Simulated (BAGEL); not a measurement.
**CH3BrOSi (SMILES CO[Si]Br): HF/6-31G(d) (density fitting with qzvpp-jkfit, spherical functions)**

What is the vertical singlet–triplet gap of CH3BrOSi at HF/6-31G* (density fitting with qzvpp-jkfit, spherical functions)? 

Program for the calculation: BAGEL 1.2.2.

7 further runs of the same task are left out: 3 that didn't finish, 4 set aside as unsound or not needed.

### 1 The molecule

CH3BrOSi has 7 atoms, charge 0, and is taken as a singlet. As SMILES, `CO[Si]Br`. The coordinates come from a PBE0-D4/def2-TZVP relaxation. This is one conformer, not always the lowest.

Bond lengths: C1–O2 1.412 Å, O2–Si3 1.621 Å, Si3–Br4 2.297 Å, C1–H5 1.091 Å, C1–H6 1.091 Å, C1–H7 1.092 Å. Angles: C1–O2–Si3 138.1°, O2–Si3–Br4 103.3°, O2–C1–H5 108.7°, O2–C1–H6 108.8°, O2–C1–H7 111.1°, H5–C1–H6 108.9°, H5–C1–H7 109.7°, H6–C1–H7 109.6°.

### 2 A single-point energy at HF/6-31G(d) (density fitting with qzvpp-jkfit, spherical functions)

Contents of calc.json:

```json
{ "bagel" : [

{
  "title" : "molecule",
  "basis" : "6-31gs.json",
  "df_basis" : "qzvpp-jkfit",
  "angstrom" : true,
  "geometry" : [
    { "atom" : "C", "xyz" : [   -0.028500,    0.839700,   -0.188700 ] },
    { "atom" : "O", "xyz" : [    0.687800,   -0.287000,   -0.649700 ] },
    { "atom" : "Si", "xyz" : [    0.777700,   -1.873600,   -0.330500 ] },
    { "atom" : "Br", "xyz" : [   -0.753900,   -2.160200,    1.357700 ] },
    { "atom" : "H", "xyz" : [    0.683600,    1.585500,    0.168600 ] },
    { "atom" : "H", "xyz" : [   -0.594400,    1.260500,   -1.021500 ] },
    { "atom" : "H", "xyz" : [   -0.711200,    0.567100,    0.618500 ] }
  ]
},
{
  "title" : "hf"
},
{
  "title" : "print",
  "file" : "orbitals.molden",
  "orbitals" : true
}

]}
```

The basis set 6-31G* is read from a file made from the Basis Set Exchange's data (not shown).

Command:

```
$ BAGEL_NUM_THREADS=1 BAGEL calc.json > calc.out
```

What it wrote:

```text
* using 1 threads per process

  ===============================================================
  ===============================================================

  *** Geometry ***

  { "atom" : "C", "xyz" : [     -0.053857,      1.586803,     -0.356591 ] },
  { "atom" : "O", "xyz" : [      1.299754,     -0.542351,     -1.227755 ] },
  { "atom" : "Si", "xyz" : [      1.469640,     -3.540591,     -0.624554 ] },
  { "atom" : "Br", "xyz" : [     -1.424665,     -4.082186,      2.565681 ] },
  { "atom" : "H", "xyz" : [      1.291817,      2.996161,      0.318608 ] },
  { "atom" : "H", "xyz" : [     -1.123253,      2.382000,     -1.930355 ] },
  { "atom" : "H", "xyz" : [     -1.343973,      1.071664,      1.168796 ] },

  Number of auxiliary basis functions:      600

  Since a DF basis is specified, we compute 2- and 3-index integrals:
    o Being stored without compression. Storage requirement is 0.034 GB

  Number of basis functions:       84
  Number of electrons      :       66

    * METHOD: MOLECULE                             0.41

  *** RHF ***

  === Nuclear Repulsion ===
   300.9956062340

      * DIIS with orbital gradients will be used.

  === RHF iteration (6-31gs.json) ===
      0      -2975.37628278          0.01610948           0.13
      1      -2975.47334275          0.01223024           0.12
      2      -2975.54282887          0.00128035           0.12
      3      -2975.54457530          0.00050219           0.12
      4      -2975.54477049          0.00012408           0.12
      5      -2975.54479970          0.00003938           0.12
      6      -2975.54480372          0.00001411           0.12
      7      -2975.54480417          0.00000274           0.12
      8      -2975.54480418          0.00000097           0.12
      9      -2975.54480418          0.00000050           0.12
     10      -2975.54480418          0.00000013           0.12
     11      -2975.54480418          0.00000006           0.12
     12      -2975.54480418          0.00000002           0.12
     13      -2975.54480418          0.00000001           0.12
    * SCF iteration converged.

    * Permanent dipole moment:
           (   -0.174348,    -0.819608,     0.397156) a.u.

    * METHOD: HF                                   1.99

    * METHOD: PRINT                                0.02

  ===============================================================
```

Run time: 2.5 s. Hardware: 1 thread of Arm Neoverse V1, shared host; peak memory 0.16 GiB.

### 3 The triplet at the same level

Contents of hf.json:

```json
{ "bagel": [

{
  "title": "molecule",
  "basis": "6-31gs.json",
  "df_basis": "qzvpp-jkfit",
  "angstrom": true,
  "geometry": [
    { "atom": "C", "xyz": [   -0.028500,    0.839700,   -0.188700 ] },
    { "atom": "O", "xyz": [    0.687800,   -0.287000,   -0.649700 ] },
    { "atom": "Si", "xyz": [    0.777700,   -1.873600,   -0.330500 ] },
    { "atom": "Br", "xyz": [   -0.753900,   -2.160200,    1.357700 ] },
    { "atom": "H", "xyz": [    0.683600,    1.585500,    0.168600 ] },
    { "atom": "H", "xyz": [   -0.594400,    1.260500,   -1.021500 ] },
    { "atom": "H", "xyz": [   -0.711200,    0.567100,    0.618500 ] }
  ]
},
{ "title": "uhf", "nopen": 2 },
{ "title": "print", "file": "orbitals.molden", "orbitals": true }

]}
```

The basis set 6-31G* is read from a file made from the Basis Set Exchange's data (not shown).

Command:

```
$ BAGEL_NUM_THREADS=1 BAGEL hf.json > hf.out
```

What it wrote:

```text
* using 1 threads per process

  ===============================================================
  ===============================================================

  *** Geometry ***

  { "atom" : "C", "xyz" : [     -0.053857,      1.586803,     -0.356591 ] },
  { "atom" : "O", "xyz" : [      1.299754,     -0.542351,     -1.227755 ] },
  { "atom" : "Si", "xyz" : [      1.469640,     -3.540591,     -0.624554 ] },
  { "atom" : "Br", "xyz" : [     -1.424665,     -4.082186,      2.565681 ] },
  { "atom" : "H", "xyz" : [      1.291817,      2.996161,      0.318608 ] },
  { "atom" : "H", "xyz" : [     -1.123253,      2.382000,     -1.930355 ] },
  { "atom" : "H", "xyz" : [     -1.343973,      1.071664,      1.168796 ] },

  Number of auxiliary basis functions:      600

  Since a DF basis is specified, we compute 2- and 3-index integrals:
    o Being stored without compression. Storage requirement is 0.034 GB

  Number of basis functions:       84
  Number of electrons      :       66

    * METHOD: MOLECULE                             0.41

  *** Open-shell HF ***

  === Nuclear Repulsion ===
   300.9956062340

      * DIIS with orbital gradients will be used.

  === UHF iteration (6-31gs.json) ===
      0      -2975.28510597          0.03066998           0.25
      1      -2975.39853247          0.02159730           0.24
      2      -2975.43540019          0.01443344           0.24
      3      -2975.46246453          0.00107536           0.24
      4      -2975.46334242          0.00050092           0.24
      5      -2975.46352989          0.00019460           0.24
      6      -2975.46361420          0.00007940           0.24
      7      -2975.46363460          0.00004028           0.24
      8      -2975.46364268          0.00001916           0.24
      9      -2975.46364548          0.00000620           0.23
     10      -2975.46364574          0.00000294           0.23
     11      -2975.46364577          0.00000109           0.23
     12      -2975.46364577          0.00000043           0.24
     13      -2975.46364577          0.00000021           0.24
     14      -2975.46364577          0.00000010           0.24
     15      -2975.46364577          0.00000005           0.24
     16      -2975.46364577          0.00000003           0.24
     17      -2975.46364577          0.00000002           0.25
     18      -2975.46364577          0.00000001           0.24
     19      -2975.46364577          0.00000000           0.24
    * SCF iteration converged.

    * S^2 (UHF) is 2.0070

    * Permanent dipole moment:
           (   -0.346473,    -0.281449,     0.437798) a.u.

    * METHOD: UHF                                  5.11

    * METHOD: PRINT                                0.02

  ===============================================================
```

Wall time 5.7 s (1 thread of Arm Neoverse V1, shared host); peak memory 0.16 GiB.

### 4 Results

Level: HF/6-31G* (density fitting with qzvpp-jkfit, spherical functions).

```
                                        quantity           value
                           singlet: total energy  -2975.54480 Eh
                          singlet: dipole moment          2.36 D
                            singlet: HOMO energy        -9.69 eV
                            singlet: LUMO energy         1.12 eV
                          singlet: HOMO–LUMO gap        10.81 eV
                           triplet: total energy  -2975.46365 Eh
                          triplet: dipole moment          1.59 D
                                   triplet: ⟨S²⟩           2.007
vertical energy of the triplet above the singlet        2.208 eV
```

At this shape the triplet lies 2.21 eV (213 kJ/mol) above the singlet.
